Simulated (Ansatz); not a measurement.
Geometry optimisation, Ansatz 0.2.0, DFT PBE-D3(BJ), scalar-relativistic, plane waves, PAW.

The input (input.yaml):

```yaml
crystal:
  lattice:
    - [0.0, 4.2703, 4.2703]
    - [4.2703, 0.0, 4.2703]
    - [4.2703, 4.2703, 0.0]
  atoms:
    - { symbol: Mg, position: [0.0, 0.0, 0.0] }
    - { symbol: O, position: [0.25, 0.25, 0.25] }
    - { symbol: Mg, position: [0.0, 0.0, 0.5] }
    - { symbol: O, position: [0.25, 0.25, 0.75] }
    - { symbol: Mg, position: [0.0, 0.5, 0.0] }
    - { symbol: O, position: [0.25, 0.75, 0.25] }
    - { symbol: Mg, position: [0.0, 0.5, 0.5] }
    - { symbol: O, position: [0.25, 0.75, 0.75] }
    - { symbol: Mg, position: [0.5, 0.0, 0.0] }
    - { symbol: O, position: [0.75, 0.25, 0.25] }
    - { symbol: Mg, position: [0.5, 0.0, 0.5] }
    - { symbol: O, position: [0.75, 0.25, 0.75] }
    - { symbol: Mg, position: [0.5, 0.5, 0.0] }
    - { symbol: O, position: [0.75, 0.75, 0.25] }
    - { symbol: Mg, position: [0.5, 0.5, 0.5] }
    - { symbol: O, position: [0.75, 0.75, 0.75] }
    - { symbol: H, position: [0.62350626, 1.1277646, 0.11749228], spin: 1.0 }
magnetization:
  spin_polarized: true
basis:
  ecutwfc: 420.0
kpoints:
  mp_grid: { grid: [3, 3, 3] }
hamiltonian:
  xc: pbe
  dispersion: d3bj
  pseudopotentials: { kind: paw, azcp: { folder: soft_1 } }
scf:
  occupations: { method: gaussian, width: 0.05 }
  lower_state_search: "off"
relax:
  f_tol: 0.03
  max_steps: 60
  adjacent_minimum: "off"
```

Launched with:

```bash
$ ansatz run input.yaml --threads 4 --pin off --max-ram 10240MiB --backend cpu --events-out ev --progress --plain --runs-dir out
```

Problem. Where does it end, and by what steps?

Solution. It converged. Limits of this set-up: a small cell, in which the defect meets its images, a typed lattice constant that wasn't relaxed here. After 3 steps the energy has fallen by 0.273 eV; O12 moved furthest, 0.09 Å.

| step | energy less start (eV) | largest force component (eV/Å) | accepted |
| --- | --- | --- | --- |
| 0 | 0.0000 | 0.900 | yes |
| 1 | -0.1993 | 0.368 | yes |
| 2 | -0.2673 | 0.087 | yes |
| 3 | -0.2725 | 0.018 | yes |

```xyz
17
Lattice="0.0000 4.2703 4.2703 4.2703 0.0000 4.2703 4.2703 4.2703 0.0000" Properties=species:S:1:pos:R:3
Mg -0.016 0.012 0.015
O 2.183 2.084 2.087
Mg 2.137 2.130 0.003
O 4.266 4.271 2.132
Mg 2.137 0.001 2.132
O 4.266 2.130 4.274
Mg 4.266 2.130 2.133
O 6.408 4.271 4.274
Mg -0.016 2.118 2.121
O 2.183 4.317 4.319
Mg 2.148 4.283 2.121
O 4.220 6.354 4.320
Mg 2.149 2.118 4.285
O 4.220 4.317 6.357
Mg 4.266 4.271 4.274
O 6.408 6.400 6.402
H 5.336 3.200 7.473
```

Whether the end is a true minimum wasn't checked by a vibrational analysis.

Run time: 33 s on 4 threads of Arm Neoverse V1, on a shared host, peak memory 0.69 GiB.
